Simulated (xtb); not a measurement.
**GFN2-xTB run of C3H9BrGeO (SMILES CC(CBr)[O][GeH3])**

We compute a structure relaxation of C3H9BrGeO. 

The results are computed with xtb 6.7.1.

4 further runs of the same task are left out: 4 set aside as unsound or not needed.

### Step 1. Starting point

C3H9BrGeO has 15 atoms, charge 0, and is taken as a singlet. SMILES: `CC(CBr)[O][GeH3]`. All atoms were displaced at random from a relaxed shape. The run starts from this shape.

Bond lengths: C1–C2 1.600 Å, C2–C3 1.450 Å, C3–Br4 1.995 Å, C2–O5 1.392 Å, O5–Ge6 1.780 Å, C1–H7 1.007 Å, C1–H8 1.036 Å, C1–H9 1.041 Å, C2–H10 1.137 Å, C3–H11 1.161 Å, C3–H12 1.047 Å, Ge6–H13 1.518 Å, Ge6–H14 1.589 Å, Ge6–H15 1.471 Å. Some angles: C1–C2–C3 110.0°, C1–C2–O5 106.7°, C3–C2–O5 109.8°, C2–C3–Br4 113.1°, C2–O5–Ge6 129.2°, C1–C2–H10 108.6°, C3–C2–H10 116.4°, O5–C2–H10 104.7°, C2–C1–H7 107.6°, C2–C1–H8 105.2°.

### Step 2. A geometry optimisation at GFN2-xTB

mol.coord reads:

```
$coord
     -3.277975627560     -1.470717151012     -1.625145569917  c
     -1.252907317888     -0.170623371792      0.204978592738  c
      0.214748476802     -2.091000854160      1.494622186489  c
      2.080418387862     -0.765339080473      4.490442806381  br
      0.322103817942      1.281158723451     -1.322657109148  o
      3.182431074699      2.866109818697     -0.531693342425  ge
     -2.362630087313     -2.778936752568     -2.660129671113  h
     -4.738072517752     -2.039978248795     -0.450869756074  h
     -4.007296528098      0.045183351640     -2.643726848351  h
     -2.269825637333      1.254097845347      1.452065554162  h
     -1.053030985686     -3.571525683759      2.501581649257  h
      1.452537985694     -3.213668247539      0.434674803186  h
      2.729539311671      4.422431563155      1.834999656057  h
      3.358874802955      4.451967982483     -3.074735582856  h
      5.461327397430      1.322978362589     -0.137968904359  h
$end
```

Started as:

```sh
$ xtb mol.coord --chrg 0 -o extreme --gfn 2 | tee mol.out
```

Q: Predict the results. Wanted: total energy at the end; dipole moment; HOMO energy; LUMO energy; HOMO–LUMO gap; dispersion energy; mean polarisability.

**Answer.** As computed:

Level: GFN2-xTB.

| quantity | value |
| --- | --- |
| total energy at the end | -21.10956 Eh |
| dipole moment | 3.25 D |
| HOMO energy | -11.27 eV |
| LUMO energy | -6.23 eV |
| HOMO–LUMO gap | 5.05 eV |
| dispersion energy | -29.34 kJ/mol |
| mean polarisability (D4 model) | 93.5 bohr³ |

What this shows: At the final geometry: Bond lengths: C1–C2 1.529 Å, C2–C3 1.523 Å, C3–Br4 1.940 Å, C2–O5 1.398 Å, O5–Ge6 1.758 Å, C1–H7 1.087 Å, C1–H8 1.087 Å, C1–H9 1.086 Å, C2–H10 1.101 Å, C3–H11 1.088 Å, C3–H12 1.090 Å, Ge6–H13 1.500 Å, Ge6–H14 1.491 Å, Ge6–H15 1.504 Å. Some angles: C1–C2–C3 109.2°, C1–C2–O5 107.7°, C3–C2–O5 112.3°, C2–C3–Br4 110.8°, C2–O5–Ge6 131.0°, C1–C2–H10 108.9°, C3–C2–H10 108.7°, O5–C2–H10 109.9°, C2–C1–H7 109.9°, C2–C1–H8 110.7°. The optimisation took 21 steps and changed the energy by -0.776 eV.
